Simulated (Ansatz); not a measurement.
A nudged elastic band was laid between two geometries of a periodic cell of 17 atoms, CuSi16 (host Si, host structure diamond, interstitial Cu), cell charge +1.

The calculation used DFT PBEsol, scalar-relativistic, plane waves, PAW (Ansatz 0.2.0). Settings: PAW set soft_1, cutoff 420 eV, k mesh 2x2x2, fermi-dirac smearing 0.05 eV, no spin polarisation.

```yaml
movable_images: 5
climbing_image: yes
spring: 5.0 eV/Å²
optimiser: lbfgs
start_path: IDPP
force_threshold: 0.05 eV/Å
iteration_limit: 24
end_points: relaxed
```

Image 0:

```xyz
17
Lattice="0.0000 5.4300 5.4300 5.4300 0.0000 5.4300 5.4300 5.4300 0.0000" Properties=species:S:1:pos:R:3
Si -0.081 -0.079 0.062
Si 1.293 1.295 1.375
Si 2.559 2.561 -0.158
Si 3.907 3.907 1.193
Si 2.713 0.026 2.737
Si 4.025 1.391 4.104
Si 5.352 2.779 2.635
Si 6.724 4.094 4.008
Si 0.023 2.716 2.736
Si 1.389 4.027 4.103
Si 2.778 5.352 2.634
Si 4.092 6.726 4.007
Si 2.798 2.801 5.511
Si 4.141 4.144 6.854
Si 5.454 5.456 5.427
Si 6.821 6.822 6.739
Cu 6.433 6.434 9.148
```

Image 6:

```xyz
17
Lattice="0.0000 5.4300 5.4300 5.4300 0.0000 5.4300 5.4300 5.4300 0.0000" Properties=species:S:1:pos:R:3
Si 0.153 0.158 -0.152
Si 1.418 1.422 1.381
Si 2.790 2.795 0.066
Si 4.236 4.235 1.195
Si 2.687 0.002 2.744
Si 4.051 1.422 4.013
Si 5.364 2.796 2.641
Si 6.750 4.121 4.110
Si -0.002 2.692 2.744
Si 1.419 4.056 4.013
Si 2.793 5.366 2.638
Si 4.116 6.754 4.108
Si 2.687 2.692 5.433
Si 3.999 4.002 6.863
Si 5.342 5.348 5.520
Si 6.753 6.754 6.745
Cu 7.141 7.143 9.149
```

Q: Which bonds break or form, and what moves?

A: The atom that moves furthest is Cu17, by 1.00 Å.

Q: Give the energies along the band, and the barrier.

A: It converged. The highest image is number 2 of 0 to 6, 0.021 eV above the ends, which have the same energy within 2 meV. The order of the stationary point at the top wasn't checked. Limits of this set-up: coarse k mesh, PAW files made for another functional, charged cell in a uniform background, uncorrected.

```
image  path coordinate (Å)  energy (eV)
    0                 0.00        0.000
    1                 0.27        0.011
    2                 0.54        0.021
    3                 0.81        0.019
    4                 1.08        0.021
    5                 1.35        0.011
    6                 1.62        0.000
```

Q: What is the geometry of the highest image?

A: 
```xyz
17
Lattice="0.0000 5.4300 5.4300 5.4300 0.0000 5.4300 5.4300 5.4300 0.0000" Properties=species:S:1:pos:R:3:forces:R:3
Si -0.023 0.021 0.004 0.03 -0.02 0.00
Si 1.293 1.370 1.405 -0.01 0.01 0.00
Si 2.583 2.658 -0.085 0.01 -0.01 0.00
Si 4.117 3.897 1.160 0.00 0.00 0.01
Si 2.694 0.064 2.748 0.00 -0.01 0.00
Si 4.032 1.419 4.110 -0.01 0.00 0.00
Si 5.411 2.742 2.715 0.02 0.01 -0.03
Si 6.728 4.148 4.057 -0.01 0.02 0.01
Si -0.055 2.761 2.734 0.01 0.00 0.00
Si 1.406 4.057 4.021 -0.02 0.02 0.01
Si 2.840 5.281 2.541 0.01 0.00 -0.01
Si 4.037 6.731 3.984 0.00 0.01 0.01
Si 2.720 2.799 5.488 0.00 -0.01 -0.01
Si 4.059 4.152 6.831 -0.01 -0.01 0.00
Si 5.380 5.483 5.442 0.00 0.00 0.01
Si 6.837 6.763 6.750 -0.01 0.00 0.01
Cu 6.786 6.544 9.243 -0.01 0.01 0.00
```

Time of the run: 7.9 min on 1 thread of Arm Neoverse V2, with other jobs on the host, peak memory 0.85 GiB.
